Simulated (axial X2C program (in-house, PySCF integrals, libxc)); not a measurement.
# TeRu⁺: from the state search to constants, part 2 of 2

Computed with an in-house X2C program for linear molecules on PySCF integrals; all-electron X2C, Te dyall-cv3z, Ru dyall-cv3z.

## Step 9: PBE0, 2c

State followed: Ω = 5/2 (excess of +ω over −ω: ω = 5/2). The scan is laid around 2.474 Å, a first estimate of the minimum, and this SCF restarts from the orbitals of the search.

The SCF at the reference distance of 2.474 Å:

```text
two-component X2C + atomic mean field  PBE0
basis functions 274  fitting functions 1301  grid points 5802
iter        total energy     max residual
   1     -11312.664806135     1.01e+01
   2     -11318.605921506     3.83e-02
   3     -11318.593247552     4.49e-02
   4     -11318.631044359     1.54e-02
   5     -11318.637431176     7.28e-03
   6     -11318.638755356     9.55e-04
   7     -11318.638766838     2.17e-04
   8     -11318.638769362     6.65e-05
   9     -11318.638770511     3.54e-05
  10     -11318.638770843     1.54e-05
  11     -11318.638770886     9.63e-06
  12     -11318.638770897     6.50e-06
  13     -11318.638770903     3.52e-06
  14     -11318.638770906     1.36e-06
  15     -11318.638770906     5.88e-07
converged
one-electron -16510.36924759  Coulomb 5020.10005166  exact exchange -76.72027209  xc functional -234.75895753  nuclear repulsion 489.39266717  atomic mean-field constant -6.28301253
```

Along the bond, energies from the lowest point:

```tsv
R (Å)	E (eV)	μ (D)	HOMO (eV)	LUMO (eV)	iterations
2.152	1.0035	3.35	-12.09	-9.65	21
2.251	0.3992	3.65	-12.11	-9.45	16
2.326	0.1497	3.75	-12.13	-9.33	14
2.400	0.0282	3.82	-12.16	-9.21	13
2.474	0.0000	3.86	-12.19	-9.11	15
2.561	0.0499	3.88	-12.22	-9.14	14
2.647	0.1587	3.89	-12.25	-9.17	13
2.759	0.3485	3.88	-12.29	-9.18	14
2.895	0.6125	3.87	-12.10	-9.17	14
3.092	0.9908	3.92	-11.85	-9.12	15
```

Dipoles are positive if Ru is the positive end and refer to the centre of mass.

Outer spinors at the reference distance:

```
   ω  occupied  ε (eV)              atomic character     λ mixture
 1/2       yes  -23.06   73% Te s, 10% Ru p, 9% Ru d        100% σ
-1/2       yes  -21.57  71% Te s, 10% Ru p, 10% Ru d        100% σ
-3/2       yes  -15.70                     100% Ru d        100% δ
 5/2       yes  -15.43                     100% Ru d        100% δ
 1/2       yes  -15.36   74% Ru d, 20% Te p, 4% Te s        100% σ
-1/2       yes  -15.20            81% Ru d, 17% Te p        100% π
 3/2       yes  -15.00            86% Ru d, 12% Te p   99% π, 1% δ
-1/2       yes  -13.67   61% Te p, 25% Ru d, 6% Ru s  89% σ, 11% π
 1/2       yes  -13.21   53% Ru d, 35% Te p, 8% Ru s  70% π, 30% σ
-3/2       yes  -12.98            82% Ru d, 15% Te p        100% π
 1/2       yes  -12.83  37% Ru d, 36% Te p, 24% Ru s  69% σ, 31% π
-1/2       yes  -12.58   69% Te p, 21% Ru d, 5% Ru p  90% π, 10% σ
 3/2       yes  -12.19   73% Te p, 17% Ru d, 6% Ru p   99% π, 1% δ
 1/2        no   -9.11   62% Te p, 26% Ru d, 6% Ru p   98% π, 2% σ
 3/2        no   -9.09                      99% Ru d   99% δ, 1% π
-5/2        no   -8.87                     100% Ru d        100% δ
-3/2        no   -8.70   68% Te p, 20% Ru d, 8% Ru p        100% π
```

PBE0 fields in the half plane through the axis: z from -2.4 to 4.8 Å across, distance from the axis 0.15 to 2.25 Å upwards; Te lies at z = 0 and Ru at z = 2.474 Å; the ELF is damped to zero where the density is low.

log10 density (e/bohr³). Ten even steps from '0' (-4.86 ) to '9' (1.83 ):
```
0011222222222222222211000
0112233333333333332221100
1122334444443333333322110
1223344444444444444433211
1233445555554455555443221
2234455666555556666543321
2334556777655567776544321
2334557898755567987654321
```

ELF. Ten even steps from '0' (0.00 ) to '9' (0.80 ):
```
0000123333211000000000000
0001356665432111111100000
0014688988654322212110000
0136899998875432222210000
0258999766786433344320000
0369985333377447776420000
1479963898356369689510000
1489945696536373968510000
```

Re = 2.464 Å, ωe = 244.7 cm⁻¹, ωexe = 0.738 cm⁻¹, Be = 0.04862 cm⁻¹, De = 2.64 eV, μ = 3.86 D.

## Step 10: HF, 2c

Output at 2.474 Å:

```text
two-component X2C + atomic mean field  HF
basis functions 274  fitting functions 1301  grid points 5802
iter        total energy     max residual
   1     -11314.040629636     2.86e-01
   2     -11314.085071493     6.84e-03
   3     -11314.091774066     5.65e-03
   4     -11314.094787905     3.85e-03
   5     -11314.096857286     2.44e-03
   6     -11314.098018915     2.15e-03
   7     -11314.098305149     1.28e-03
   8     -11314.098456346     7.19e-04
   9     -11314.098513652     3.16e-04
  10     -11314.098536828     2.75e-04
  11     -11314.098545146     2.43e-04
  12     -11314.098551318     2.07e-04
  13     -11314.098558418     1.49e-04
  14     -11314.098561977     1.02e-04
  15     -11314.098563932     6.06e-05
  16     -11314.098564903     2.44e-05
  17     -11314.098565030     1.35e-05
  18     -11314.098565063     8.20e-06
  19     -11314.098565077     4.69e-06
  20     -11314.098565083     2.44e-06
  21     -11314.098565086     1.40e-06
  22     -11314.098565087     8.59e-07
converged
one-electron -16510.35394638  Coulomb 5020.25763139  exact exchange -307.11190473  xc functional 0.00000000  nuclear repulsion 489.39266717  atomic mean-field constant -6.28301253
```

Re = 2.738 Å, ωe = 136.4 cm⁻¹, ωexe = 0.626 cm⁻¹, Be = 0.03936 cm⁻¹, De = 0.809 eV, μ = 4.23 D.

## Step 11: PBE, 2c

Output at 2.474 Å:

```text
two-component X2C + atomic mean field  PBE
basis functions 274  fitting functions 1301  grid points 5802
iter        total energy     max residual
   1     -11318.502909085     9.91e-02
   2     -11318.509621318     8.55e-03
   3     -11318.335698805     8.11e-02
   4     -11318.510499763     6.84e-03
   5     -11318.489481316     2.96e-02
   6     -11318.488853192     3.00e-02
   7     -11318.495627332     2.54e-02
   8     -11318.499106106     2.27e-02
   9     -11318.503462768     1.87e-02
  10     -11318.509452349     1.10e-02
  11     -11318.512277002     3.98e-03
  12     -11318.512680991     7.80e-04
  13     -11318.512696718     1.47e-04
  14     -11318.512697299     2.98e-05
  15     -11318.512697306     2.56e-05
  16     -11318.512697321     9.94e-06
  17     -11318.512697323     5.36e-07
  18     -11318.512697323     3.42e-08
converged
one-electron -16509.82474426  Coulomb 5019.47158039  exact exchange 0.00000000  xc functional -311.26918810  nuclear repulsion 489.39266717  atomic mean-field constant -6.28301253
```

Re = 2.421 Å, ωe = 250.5 cm⁻¹, ωexe = 0.699 cm⁻¹, Be = 0.05035 cm⁻¹, De = 3.50 eV, μ = 3.01 D.

## Step 12: MP2 and beyond, 2c

Correlated methods: 13 electrons correlated (frozen shells, counted by type: Te 4 s, 3 p, 2 d; Ru 4 s, 3 p, 1 d), 343 virtual spinors in MP2, 90 natural virtuals in coupled cluster.

Output of the correlated part at 2.474 Å:

```text
correlated 13  virtual 343  natural virtual 90  E(MP2) -0.300565064  MP2 remainder -0.022750589
iter   CCSD correlation   residual
   1     -0.283314440   1.27e-01
   2     -0.290287747   6.43e-02
   3     -0.294099841   3.89e-02
   4     -0.295439537   2.26e-02
   5     -0.296179246   1.06e-02
   6     -0.296249303   4.24e-03
   7     -0.296272609   2.02e-03
   8     -0.296285564   1.10e-03
   9     -0.296274610   6.01e-04
  10     -0.296281589   3.27e-04
  11     -0.296277941   1.61e-04
  12     -0.296280115   8.21e-05
  13     -0.296280013   4.06e-05
  14     -0.296279753   1.83e-05
  15     -0.296279789   8.72e-06
  16     -0.296279774   4.49e-06
(T) -0.013766363  T1 0.0598  D1 0.1302  max T2 0.058
```

MP2: Re = 2.470 Å, ωe = 224.6 cm⁻¹, Be = 0.0484 cm⁻¹, De = 1.92 eV.

CCSD: Re = 2.501 Å, ωe = 220.2 cm⁻¹, ωexe = 0.933 cm⁻¹, Be = 0.04717 cm⁻¹, De = 1.88 eV. T1 at Re = 0.042 (Lee–Taylor, the printed value over √2).

CCSD(T): Re = 2.483 Å, ωe = 234.4 cm⁻¹, ωexe = 0.9 cm⁻¹, Be = 0.04788 cm⁻¹, De = 2.01 eV. T1 at Re = 0.042 (Lee–Taylor, the printed value over √2).

## Step 13: A higher determinant, 2c

State: Ω = 3/2 (excess of +ω over −ω: ω = 3/2).

Output at the reference distance:

```text
two-component X2C + atomic mean field  PBE0
basis functions 274  fitting functions 1301  grid points 5802
iter        total energy     max residual
   1     -11312.680557364     9.92e+00
   2     -11318.589289819     3.78e-02
   3     -11318.574311528     4.48e-02
   4     -11318.603440362     2.46e-02
   5     -11318.620358863     6.49e-03
   6     -11318.621652229     1.19e-03
   7     -11318.621681109     2.39e-04
   8     -11318.621685115     1.66e-04
   9     -11318.621686750     1.20e-04
  10     -11318.621687340     9.84e-06
  11     -11318.621687381     5.86e-06
  12     -11318.621687395     6.48e-06
  13     -11318.621687402     3.92e-06
  14     -11318.621687404     6.04e-07
converged
one-electron -16510.41664063  Coulomb 5020.11505797  exact exchange -76.70325915  xc functional -234.72650022  nuclear repulsion 489.39266717  atomic mean-field constant -6.28301253
```

```tsv
R (Å)	E above the lowest PBE0 point (eV)
2.152	1.166
2.251	0.689
2.326	0.515
2.400	0.450
2.474	0.465
2.561	0.553
2.647	0.694
2.759	0.926
2.895	1.251
```

Re = 2.420 Å, ωe = 248.7 cm⁻¹, ωexe = 0.448 cm⁻¹, Be = 0.05039 cm⁻¹, μ = 3.42 D. Te = 0.45 eV.

## Step 14: The 2c curves together

Energy (eV) of the followed determinant, 2c, from each level's lowest point:

```tsv
R (Å)	PBE0	HF	MP2	CCSD	CCSD(T)	PBE
2.152	1.003	1.936	0.961	n/a	n/a	0.752
2.251	0.399	1.097	0.379	0.495	0.461	0.251
2.326	0.150	0.681	0.144	0.211	0.187	0.068
2.400	0.028	0.398	0.029	0.059	0.046	0.000
2.474	0.000	0.212	0.000	0.000	0.000	0.014
2.561	0.050	0.082	0.037	0.012	0.030	0.100
2.647	0.159	0.018	0.122	0.080	0.118	0.235
2.759	0.349	0.000	0.267	0.214	0.276	0.454
2.895	0.613	0.037	0.468	n/a	n/a	0.758
3.092	0.991	0.147	0.759	n/a	n/a	1.212
```

Time for the job: 6.3 min (1 thread of Arm Neoverse V2, shared host); peak memory 0.96 GiB.

## Step 15: What came out

The summary covers parts 1 to 2.

Lowest determinant that the search found at its distance, spin-free: M_S = 5/2, Λ = 0 (beyond closed shells: σα, π+α, π-α, δ+α, δ-α).

Lowest determinant that the search found at its distance, 2c: Ω = 5/2 (excess of +ω over −ω: ω = 5/2).

```tsv
Hamiltonian	level	Re (Å)	ωe (cm⁻¹)	De (eV)	μ (D)
spin-free	PBE0	2.461	247.8	2.99	3.87
spin-free	HF	2.721	141.9	1.10	4.16
spin-free	MP2	2.461	230.8	2.32	n/a
spin-free	CCSD	2.494	225.4	2.26	n/a
spin-free	CCSD(T)	2.477	239.4	2.41	n/a
spin-free	PBE	2.461	254.6	3.70	3.51
2c	PBE0	2.464	244.7	2.64	3.86
2c	HF	2.738	136.4	0.809	4.23
2c	MP2	2.470	224.6	1.92	n/a
2c	CCSD	2.501	220.2	1.88	n/a
2c	CCSD(T)	2.483	234.4	2.01	n/a
2c	PBE	2.421	250.5	3.50	3.01
```

Dipoles are positive if Ru is the positive end and refer to the centre of mass.

Time per point (s) on 1 thread of Arm Neoverse V2, shared host (2c runs; CCSD comes with the CCSD(T) run); the times are rough: PBE0 2.6, HF 2.7, MP2 3.4, CCSD(T) 10, PBE 1.2.

What this shows: At CCSD(T), going from spin-free to two-component changes Re by +6 mÅ, ωe by -2.1 %, which is small (part of it comes from the scalar share of the two-electron terms). De moves by -0.39 eV; both De rest on single-determinant atoms, which can miss part of an open shell's spin–orbit lowering.

De refers to Te + Ru+, each in the lowest determinant found, which need not be this curve's own limit. The state is a single determinant with fixed occupations, the lowest that a limited PBE0 search found. Dissociation energies refer to the lowest single-determinant-based atoms at the same level and basis. Density functionals use the spin component along the axis (collinear). CCSD and (T) use frozen natural virtuals with an MP2 correction for the truncation. With several unpaired electrons one determinant need not be a pure state. At some level an empty orbital lies below a filled one. With the outer-core shells frozen, correlated bond lengths of heavy atoms tend to come out a few hundredths of an ångström too long. T1 at Re is 0.042 (Lee–Taylor), above the customary mark of 0.02.
